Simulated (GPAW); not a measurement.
**RuAu in GPAW: convergence with density grid spacing (A)**

Input of the first run (density grid spacing (A) 0.24); the others differ in this setting and in those tied to it:

File run.py:

```python
from ase.dft.bandgap import bandgap
from ase.io import read, write
from ase.units import GPa
from gpaw import GPAW, PW

atoms = read('POSCAR')

calc = GPAW(mode=PW(600),
            h=0.24,
            xc='PBE',
            kpts={'size': (8, 8, 8), 'gamma': True},
            occupations={'name': 'fermi-dirac', 'width': 0.05},
            nbands=26,
            convergence={'density': 1e-05, 'energy': 1e-05},
            maxiter=100,
            txt='gpaw.txt')
atoms.calc = calc
energy = atoms.get_potential_energy()
forces = atoms.get_forces()
stress = atoms.get_stress()
calc.write('gs.gpw')
write('result.traj', atoms)
print(f'Energy: {energy:.6f} eV')
print('Forces (eV/A):')
print(forces.round(4))
print('Stress (GPa):', (stress / GPa).round(3))
print('Fermi level:', round(calc.get_fermi_level(), 4), 'eV')
print(f'Gap: {bandgap(calc)[0]:.4f} eV, direct: {bandgap(calc, direct=True)[0]:.4f} eV')
```

File POSCAR:

```
RuAu
1.0
    3.1648100000      0.0000000000      0.0000000000
    0.0000000000      3.1648100000      0.0000000000
    0.0000000000      0.0000000000      3.1648100000
Ru Au
1 1
Direct
    0.0000000000      0.0000000000      0.0000000000
    0.5000000000      0.5000000000      0.5000000000
```

Potentials or basis: GPAW PAW data sets (gpaw-data 1.2.1), pw.

Command:

```bash
$ OMP_NUM_THREADS=1 python run.py
```

The cell was built by a generator and needn't be a form met in nature.

Hardware: 1 thread of Arm Neoverse V1, with other jobs on the host.

| density grid spacing (A) | energy less the tightest run, at zero smearing (meV/atom) | SCF cycles | CPU time (s) | peak memory (GiB) |
| --- | --- | --- | --- | --- |
| 0.24 | 0.02 | 10 | 15 | 0.15 |
| 0.2 | 0.15 | 10 | 15 | 0.15 |
| 0.17 | 0.06 | 10 | 19 | 0.16 |
| 0.15 | 0.02 | 10 | 32 | 0.17 |
| 0.13 | 0.02 | 10 | 29 | 0.18 |
| 0.11 | 0.01 | 10 | 55 | 0.21 |
| 0.09 | 0.00 | 10 | 82 | 0.27 |

Against the tightest run, the energy stays within 1 meV/atom from 0.24 on. The tightest run that finished is the yardstick and may itself not be fully converged.

Caveat, for the tightest run too: with this Au data set, volumes or pressures lay over 1.5 % or 2 GPa off other programs in two to four cells of ten. The run has no spin-orbit coupling, so splittings on Au are missing.
